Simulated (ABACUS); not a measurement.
NaTb2Sc2FeO9:

```
CELL_PARAMETERS angstrom
5.42601 0.00044 -0.00037
2.63439 4.75129 -0.00020
0.00358 0.01148 7.03800
ATOMIC_POSITIONS crystal
Tb 0.71442 0.67452 0.33371
Tb 0.34092 0.39840 0.62116
Fe 0.01123 0.01834 0.50155
Sc 0.67388 0.64947 0.85487
Sc 0.32576 0.34142 0.14575
Na 0.01358 0.98502 0.00321
O 0.88505 0.77301 0.62903
O 0.14182 0.23756 0.39590
O 0.12080 0.73894 0.30933
O 0.38073 0.79651 0.59719
O 0.65394 0.24328 0.37272
O 0.53381 0.94447 0.06074
O 0.93976 0.42977 0.06078
O 0.38988 0.51683 0.91722
O 0.87441 0.25246 0.69685
```

The cell was built by a generator and needn't be a form met in nature.

Base run:

```yaml
Program: ABACUS 3.10.1
Functional: PBEsol
Potentials_or_basis: PseudoDojo NC SR 0.4.1 PBE standard, lanthanides 3+ (f in core)
Cutoff: 1361 eV
Density_cutoff: 5442 eV
Basis: DZP LCAO (the cutoffs set its grid)
k_mesh: 6 × 6 × 4
Occupations: fermi-dirac, width 0.05 eV
Spin: collinear spin, ferromagnetic start
Starting_moments: "[0.0, 0.0, 3.0, 0.0, 0.0, 0.0, 0.0, 0.0, 0.0, 0.0, 0.0, 0.0, 0.0, 0.0, 0.0] μB"
```

Its results: band gap on the k mesh 0.80 eV, indirect (least direct gap 0.84 eV); net moment 3.00 μB per cell; site moments Tb +0.01, +0.02; Fe +2.46; Sc +0.01, +0.00; Na +0.00; O +0.02, +0.09, +0.07, +0.03, +0.01, +0.22 μB; largest force 0.137 eV/Å.

**Question.** The run is repeated on the same cell with these changes: functional from PBEsol to PBE; k mesh from 6 × 6 × 4 to 3 × 3 × 2. What comes out?

**Answer.** Band gap on the k mesh 0.87 eV, direct; net moment 3.00 μB per cell; site moments Tb +0.01; Fe +2.51; Sc +0.01, +0.00; Na +0.00; O +0.02, +0.08, +0.06, +0.00, +0.21 μB; largest force 0.177 eV/Å.

Several settings changed at once, so the effect can't be laid on one alone.

Caveats: some runs use coarse meshes; the atomic orbitals were generated for these runs and aren't a published set; the magnetic or orbital state may not be the lowest; spin-orbit coupling is left out, which moves the levels of the heavy elements; the 4f electrons are frozen in the core as for a trivalent ion, so they carry no moment and show no levels; the basis of atomic orbitals isn't converged, which shifts pressures, moduli and gaps; a cell with one magnetic atom can't hold antiferromagnetic order, which such compounds often take.

A k mesh can miss the band edges.

Not every run made on this cell is shown here.
